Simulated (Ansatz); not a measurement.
Task: a relaxation of cell and ions of W, space group Pm-3n, with Ansatz's Python interface. Give the script and its output. Use: r2SCAN, PAW, cutoff 500 eV, 5×5×5 k-points, Fermi-Dirac smearing of 0.15 eV.

```xyz
8
Lattice="5.0830 0.0000 0.0000 0.0000 5.0830 0.0000 0.0000 0.0000 5.0830" Properties=species:S:1:pos:R:3 pbc="T T T"
W     0.0000    0.0000    0.0000
W     2.5415    2.5415    2.5415
W     0.0000    2.5415    1.2708
W     0.0000    2.5415    3.8123
W     1.2708    0.0000    2.5415
W     3.8123    0.0000    2.5415
W     2.5415    3.8123    0.0000
W     2.5415    1.2708    0.0000
```

Script `vcrelax.py`:
```python
"""Cell relaxation of W."""

import ansatz as az
from ase.data import atomic_numbers
import matplotlib.pyplot as plt
import numpy as np
import spglib

def edges_and_angles(cell):
    cell = np.asarray(cell)
    a, b, c = np.linalg.norm(cell, axis=1)
    cosines = cell[1] @ cell[2] / (b * c), cell[0] @ cell[2] / (a * c), cell[0] @ cell[1] / (a * b)
    return (a, b, c, *np.degrees(np.arccos(cosines)))


def main() -> None:
    material = (
        az.Lattice.from_parameters(5.083, 5.083, 5.083, alpha=90.0, beta=90.0, gamma=90.0)
        .atom("W", (0.0, 0.0, 0.0))
        .atom("W", (0.5, 0.5, 0.5))
        .atom("W", (0.0, 0.5, 0.25))
        .atom("W", (0.0, 0.5, 0.75))
        .atom("W", (0.25, 0.0, 0.5))
        .atom("W", (0.75, 0.0, 0.5))
        .atom("W", (0.5, 0.75, 0.0))
        .atom("W", (0.5, 0.25, 0.0))
    )

    # every cell quantity that the symmetry leaves free
    setup = (
        material.calculation()
        .occupations("Fermi-Dirac", width=0.15)
        .functional(az.Functional.R2SCAN)
        .basis(500)
        .kpoints(5, 5, 5)
        .relax(force_tolerance=0.005, max_steps=30, cell=True)
        .density()
        .density_of_states(energy_step=0.1, method="smearing", broadening_width=0.1, projected=True)
    )
    steps = []


    def follow(event):
        if event["event"] != "relax_step":
            return
        row = event["data"]
        steps.append(row)
        print(f"step {row['step']:3d}  E = {row['lagrangian_ev']:.5f} eV  largest force component = {row['allowed_force_max_ev_ang']:.4f} eV/A  P = {row['pressure_gpa']:.3f} GPa")


    done = setup.session().plan(threads=1).execute(on_event=follow)
    r = done.report

    first, last = steps[0], steps[-1]
    symbols = [site.symbol for site in done.lattice.sites]
    print(f"energy gained {first['lagrangian_ev'] - last['lagrangian_ev']:.4f} eV in {len(steps) - 1} steps")
    for label, vectors in (("before", first["cell_ang"]), ("after", done.lattice.cell_ang)):
        print(label, "a b c (A) {:.4f} {:.4f} {:.4f}  angles {:.2f} {:.2f} {:.2f}".format(*edges_and_angles(vectors)), f" V = {abs(np.linalg.det(vectors)):.3f} A^3")
    print("final stress xx yy zz (GPa, compression positive):", np.round(np.diag(r["stress_gpa"]), 3) + 0.0)

    print("relaxed fractional positions")
    for site in done.lattice.sites:
        print(f"  {site.symbol:2s}", " ".join(f"{v % 1:8.5f}" for v in np.round(site.position_frac, 5)))

    fractions = [site.position_frac for site in done.lattice.sites]
    numbers = [atomic_numbers[s] for s in symbols]
    for tolerance in (1e-3, 1e-2, 1e-1):
        print(f"space group at {tolerance} A:", spglib.get_spacegroup((done.lattice.cell_ang, fractions, numbers), symprec=tolerance))

    n_atoms = len(r["lattice"]["sites"])
    print("F =", round(r["free_energy_ev"], 4), "eV for", n_atoms, "atoms")
    print("E(sigma -> 0) =", round(r["energy_sigma0_ev"], 4), "eV, TS =", round(r["entropy_ts_ev"], 5), "eV")
    print("closed by", r["closed_by"], "after", r["n_iterations"], "iterations")

    field = sum(channel.density_e_per_ang3 for channel in done.density().channels[:2])
    fig, ax = plt.subplots(figsize=(4, 3.4))
    shown = ax.imshow(np.log10(np.clip(field[:, :, 0].T, 1e-3, None)), origin="lower", extent=(0, 1, 0, 1))
    fig.colorbar(shown, label="log10 density (e/A^3)")
    ax.set(xlabel="fraction of grid vector 1", ylabel="fraction of grid vector 2")
    fig.savefig("density_plane.png", dpi=100)
    print(f"plane through the origin: {field[:, :, 0].min():.4f} to {field[:, :, 0].max():.4f} e/A^3")

    # first and second moments of the projected d states
    dos = done.density_of_states()
    energy = np.asarray(dos.energies_ev) - dos.fermi_ev
    window = (energy > -12) & (energy < 4)
    for index, site in enumerate(done.projected_density_of_states().sites):
        for shell in site.shells:
            if shell.l == 2:
                g = sum(np.sum(part.g_bin_mean_per_ev, axis=0) for part in shell.curves)[window]
                if g.sum() > 1e-6:
                    centre = (g * energy[window]).sum() / g.sum()
                    width = np.sqrt((g * (energy[window] - centre) ** 2).sum() / g.sum())
                    print(f"site {index} {site.species} {shell.label}: centre {centre:.3f} eV, rms width {width:.3f} eV")


if __name__ == "__main__":
    main()
```

`python vcrelax.py` gives:
```text
step   1  E = -83177.57765 eV  largest force component = 0.0000 eV/A  P = -5.326 GPa
step   2  E = -83177.11913 eV  largest force component = 0.0000 eV/A  P = 22.005 GPa
step   3  E = -83177.61713 eV  largest force component = 0.0000 eV/A  P = -0.518 GPa
step   4  E = -83177.61760 eV  largest force component = 0.0000 eV/A  P = 0.005 GPa
step   5  E = -83177.61628 eV  largest force component = 0.0000 eV/A  P = -0.003 GPa
energy gained 0.0386 eV in 4 steps
before a b c (A) 5.0830 5.0830 5.0830  angles 90.00 90.00 90.00  V = 131.329 A^3
after a b c (A) 5.0532 5.0532 5.0532  angles 90.00 90.00 90.00  V = 129.035 A^3
final stress xx yy zz (GPa, compression positive): [-0.003 -0.003 -0.003]
relaxed fractional positions
  W   0.00000  0.00000  0.00000
  W   0.50000  0.50000  0.50000
  W   0.00000  0.50000  0.25000
  W   0.00000  0.50000  0.75000
  W   0.25000  0.00000  0.50000
  W   0.75000  0.00000  0.50000
  W   0.50000  0.75000  0.00000
  W   0.50000  0.25000  0.00000
space group at 0.001 A: Pm-3n (223)
space group at 0.01 A: Pm-3n (223)
space group at 0.1 A: Pm-3n (223)
F = -83177.6163 eV for 8 atoms
E(sigma -> 0) = -83177.497 eV, TS = 0.23856 eV
closed by deck_thresholds after 5 iterations
plane through the origin: 0.2579 to 5.4149 e/A^3
site 0 W 5D: centre -1.170 eV, rms width 2.720 eV
site 1 W 5D: centre -1.170 eV, rms width 2.720 eV
site 2 W 5D: centre -1.011 eV, rms width 2.906 eV
site 3 W 5D: centre -1.011 eV, rms width 2.906 eV
site 4 W 5D: centre -1.011 eV, rms width 2.906 eV
site 5 W 5D: centre -1.011 eV, rms width 2.906 eV
site 6 W 5D: centre -1.011 eV, rms width 2.906 eV
site 7 W 5D: centre -1.011 eV, rms width 2.906 eV
```

Absolute energies stand on the zero of these potentials, so only differences at equal settings mean something. A total without «per atom» is that of the cell as typed. The run is spin-unpolarised. Forces vanish by symmetry, so the ions can't move, and the end may be a saddle. For a metal this k-point mesh is coarse: on a finer one energies can move by several to tens of meV an atom and pressures by half a GPa or more, differences at one mesh by less. Projections exist only for the shells that the potentials hold, some of them semicore, and samples at single energies can miss narrow peaks. Energies along a relaxation are free energies. Rows at an unchanged volume are solved on a plane-wave basis chosen afresh for that cell, so the energy jumps there and such rows are no steps of the walk. Spin-orbit coupling, which matters for elements this heavy, is left out. Densities and potentials on the grid are those of the valence electrons, and inside the cores they hang on the potentials used. This isn't the structure that W takes at ambient conditions. The computed bands are complete only to about 3.7 eV above the Fermi level; beyond that the density of states is undercounted. A band centre counts only the states inside the window taken. Timing: 40 s on 1 thread of Intel(R) Xeon(R) Processor @ 2.30GHz, with other jobs on the host, peak memory 0.92 GiB.
